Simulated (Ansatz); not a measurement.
## Molecular dynamics of Mg$_{12}$InO$_{12}$

Input:

```yaml
accuracy: low
crystal:
  lattice:
    - [5.963739, 0.0, 0.0]
    - [2.981869, 5.164749, 0.0]
    - [0.0, 0.0, 18.086715]
  atoms:
    - { symbol: Mg, position: [0.0, 0.0, 0.0552892] }
    - { symbol: O, position: [0.3333333, 0.8333333, 0.1225951] }
    - { symbol: Mg, position: [0.0, 0.5, 0.0552892] }
    - { symbol: O, position: [0.3333333, 0.3333333, 0.1225951] }
    - { symbol: Mg, position: [0.5, 0.0, 0.0552892] }
    - { symbol: O, position: [0.8333333, 0.8333333, 0.1225951] }
    - { symbol: Mg, position: [0.5, 0.5, 0.0552892] }
    - { symbol: O, position: [0.8333333, 0.3333333, 0.1225951] }
    - { symbol: Mg, position: [0.66662236, 0.66669096, 0.19457425] }
    - { symbol: O, position: [0.0002873, 0.49986692, 0.25625691] }
    - { symbol: Mg, position: [0.66444273, 0.16778741, 0.19671803] }
    - { symbol: O, position: [-7.603e-05, 3.825e-05, 0.25543096] }
    - { symbol: Mg, position: [0.16769714, 0.66456963, 0.19670996] }
    - { symbol: O, position: [0.49979879, 0.49992619, 0.25624434] }
    - { symbol: Mg, position: [0.16769863, 0.16774737, 0.19672466] }
    - { symbol: O, position: [0.4998097, 0.00028548, 0.25623809] }
    - { symbol: Mg, position: [0.33310211, 0.33345783, 0.34542109] }
    - { symbol: O, position: [0.67885857, 0.16058003, 0.38846525] }
    - { symbol: Mg, position: [0.34651292, 0.82673573, 0.32828212] }
    - { symbol: O, position: [0.66672349, 0.66664852, 0.38598959], spin: 0.31 }
    - { symbol: Mg, position: [0.82660906, 0.34655821, 0.32823037] }
    - { symbol: O, position: [0.16038228, 0.16049725, 0.38852157] }
    - { symbol: Mg, position: [0.82667183, 0.82683564, 0.3282283] }
    - { symbol: O, position: [0.16038354, 0.67915142, 0.38853183] }
    - { symbol: In, position: [0.99968662, 0.00018754, 0.45171724] }
magnetization:
  spin_polarized: true
basis:
  ecutwfc: 420.0
kpoints:
  mp_grid: { grid: [2, 2, 1] }
hamiltonian:
  xc: pbesol
  pseudopotentials: { kind: paw, azcp: { folder: soft_1 } }
scf:
  occupations: { method: fermi_dirac, width: 0.05 }
  lower_state_search: "off"
md:
  timestep: 1
  n_steps: 160
  ensemble: nvt_langevin
  temperature: 900.0
  initial_velocities: maxwell_boltzmann
  seed: 578304
  friction: 0.05
  constraints: [{ sites: [0, 1, 2, 3, 4, 5, 6, 7] }]
```

Launched with:

```bash
$ ansatz run input.yaml --threads 4 --pin off --max-ram 10240MiB --backend cpu --events-out ev --progress --plain --runs-dir out
```

It starts from a relaxed structure.

Output, in part (step lines):

```
md step     0: t =     0.00 fs  T =   900.0 K  F+E_penalty+E_count = -35221.30422185 eV  E_kin = 1.977678 eV  (24 SCF iters)
md step     1: t =     1.00 fs  T =   947.3 K  F+E_penalty+E_count = -35221.29466368 eV  E_kin = 2.081576 eV  (14 SCF iters)
md step     2: t =     2.00 fs  T =   913.1 K  F+E_penalty+E_count = -35221.26610840 eV  E_kin = 2.006539 eV  (13 SCF iters)
md step     3: t =     3.00 fs  T =   910.3 K  F+E_penalty+E_count = -35221.21930659 eV  E_kin = 2.000392 eV  (14 SCF iters)
md step     4: t =     4.00 fs  T =   859.3 K  F+E_penalty+E_count = -35221.15796696 eV  E_kin = 1.888251 eV  (14 SCF iters)
md step     5: t =     5.00 fs  T =   845.2 K  F+E_penalty+E_count = -35221.08502056 eV  E_kin = 1.857180 eV  (14 SCF iters)
md step     6: t =     6.00 fs  T =   775.7 K  F+E_penalty+E_count = -35221.00282348 eV  E_kin = 1.704529 eV  (14 SCF iters)
md step     7: t =     7.00 fs  T =   753.0 K  F+E_penalty+E_count = -35220.91546887 eV  E_kin = 1.654722 eV  (13 SCF iters)
[... lines left out ...]
md step   160: t =   160.00 fs  T =   972.6 K  F+E_penalty+E_count = -35219.69420514 eV  E_kin = 2.137287 eV  (12 SCF iters)
```

The steps, from the saved trajectory:

```
time (fs)  T (K)  potential energy less start (eV)
        0    900                             0.000
        5    845                             0.219
       10    840                             0.682
       15    766                             1.158
       20    641                             1.522
       25    555                             1.821
       30    450                             1.942
       35    486                             1.974
       40    838                             1.993
       45   1025                             2.178
       50   1277                             1.915
       55   1035                             1.546
       60   1160                             1.521
       65    995                             1.946
       70    702                             2.053
       75    921                             1.827
       80    940                             1.679
       85    866                             1.907
       90    890                             2.103
       95    939                             2.065
      100   1234                             1.738
      105   1140                             1.587
      110    933                             1.687
      115    817                             1.802
      120    785                             1.945
      125    928                             2.076
      130    898                             2.240
      135    782                             2.460
      140    855                             2.436
      145    933                             2.328
      150    971                             2.169
      155    731                             1.908
      160    973                             1.610
```

All steps were run. A run of 0.16 ps of so small a system gives no equilibrium averages. Limits of this set-up: coarse k mesh, thin slab, slab without dipole correction, PAW files made for another functional, low accuracy level.

Mean squared displacements from the first frame to the last: Mg 0.03 Å², O 0.03 Å², In 0.09 Å².

Last frame:

```xyz
25
Lattice="5.9637 0.0000 0.0000 2.9819 5.1647 0.0000 0.0000 0.0000 18.0867" Properties=species:S:1:pos:R:3
Mg 0.000 0.000 1.000
O 4.473 4.304 2.217
Mg 1.491 2.582 1.000
O 2.982 1.722 2.217
Mg 2.982 0.000 1.000
O 7.455 4.304 2.217
Mg 4.473 2.582 1.000
O 5.964 1.722 2.217
Mg 6.096 3.382 3.422
O 1.560 2.616 4.688
Mg 4.516 0.863 3.468
O 0.028 -0.062 4.522
Mg 3.142 3.474 3.659
O 4.715 2.525 4.667
Mg 1.649 0.821 3.429
O 3.098 -0.064 4.636
Mg 3.140 1.781 6.310
O 4.426 0.792 7.029
Mg 4.728 4.161 6.088
O 5.999 3.182 7.085
Mg 6.215 1.638 5.859
O 1.646 0.781 7.049
Mg 7.427 4.172 5.976
O 3.105 3.530 7.323
In 5.910 0.279 8.049
```

The run took 26 min on 4 threads of Arm Neoverse V2, on a shared host, peak memory 1.8 GiB.
